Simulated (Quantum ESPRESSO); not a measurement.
Here is a Quantum ESPRESSO 7.5 calculation.

Contents of pw.in:

```
&CONTROL
  calculation = 'scf'
  prefix = 'pwscf'
  outdir = './tmp'
  pseudo_dir = './pseudo'
  tprnfor = .true.
  tstress = .true.
  disk_io = 'low'
/
&SYSTEM
  ibrav = 0
  nat = 2
  ntyp = 2
  ecutwfc = 80
  nbnd = 22
  occupations = 'smearing'
  smearing = 'fd'
  degauss = 0.00367493
/
&ELECTRONS
  conv_thr = 4d-10
  electron_maxstep = 120
  mixing_beta = 0.5
/
ATOMIC_SPECIES
Ta   180.9479 Ta.upf
Te   127.6000 Te.upf
CELL_PARAMETERS angstrom
   3.4200900000    0.0000000000    0.0000000000
   0.0000000000    3.4200900000    0.0000000000
   0.0000000000    0.0000000000    3.4200900000
ATOMIC_POSITIONS angstrom
Ta     1.7100450000    1.7100450000    1.7100450000
Te     0.0000000000    0.0000000000    0.0000000000
K_POINTS automatic
6 6 6 0 0 0
```

scf2.in

```
&CONTROL
  calculation = 'scf'
  prefix = 'pwscf'
  outdir = './tmp'
  pseudo_dir = './pseudo'
  tprnfor = .true.
  tstress = .true.
  disk_io = 'low'
/
&SYSTEM
  ibrav = 0
  nat = 2
  ntyp = 2
  ecutwfc = 80
  nbnd = 22
  occupations = 'smearing'
  smearing = 'fd'
  degauss = 0.00367493
/
&ELECTRONS
  conv_thr = 1d-13
  electron_maxstep = 120
  mixing_beta = 0.5
  startingpot = 'file'
  startingwfc = 'file'
/
ATOMIC_SPECIES
Ta   180.9479 Ta.upf
Te   127.6000 Te.upf
CELL_PARAMETERS angstrom
   3.4200900000    0.0000000000    0.0000000000
   0.0000000000    3.4200900000    0.0000000000
   0.0000000000    0.0000000000    3.4200900000
ATOMIC_POSITIONS angstrom
Ta     1.7100450000    1.7100450000    1.7100450000
Te     0.0000000000    0.0000000000    0.0000000000
K_POINTS automatic
6 6 6 0 0 0
```

File ph.in:

```
phonons of TaTe
&INPUTPH
  prefix = 'pwscf'
  outdir = './tmp'
  tr2_ph = 1d-18
  fildyn = 'dyn'
  niter_ph = 90
  alpha_mix(1) = 0.4
/
0.0000000000 0.0000000000 0.0000000000
```

File dynmat.in:

```
&INPUT
  fildyn = 'dyn'
  asr = 'crystal'
  filout = 'dynmat.disp'
  fileig = 'dynmat.eig'
/
```

Potentials or basis: PseudoDojo 0.4.1 SR PBEsol standard.

The run is started by

```sh
$ OMP_NUM_THREADS=1 pw.x -in pw.in > pw.out
$ OMP_NUM_THREADS=1 pw.x -in scf2.in > scf2.out
$ OMP_NUM_THREADS=1 ph.x -in ph.in > ph.out
$ OMP_NUM_THREADS=1 dynmat.x -in dynmat.in > dynmat.out
```

(1) Estimate the highest phonon frequency at Γ.

(2) What does it give for the pressure?

(3) Predict the band gap on the k mesh.

Answers

(1) 111 cm⁻¹.

(2) -4.8 GPa.

(3) none (metal or under the smearing width).

Caveat: the k mesh is coarse; the mesh is thin for the phonons of a metal; the cell is more than 3 GPa from zero pressure, which shifts response properties.
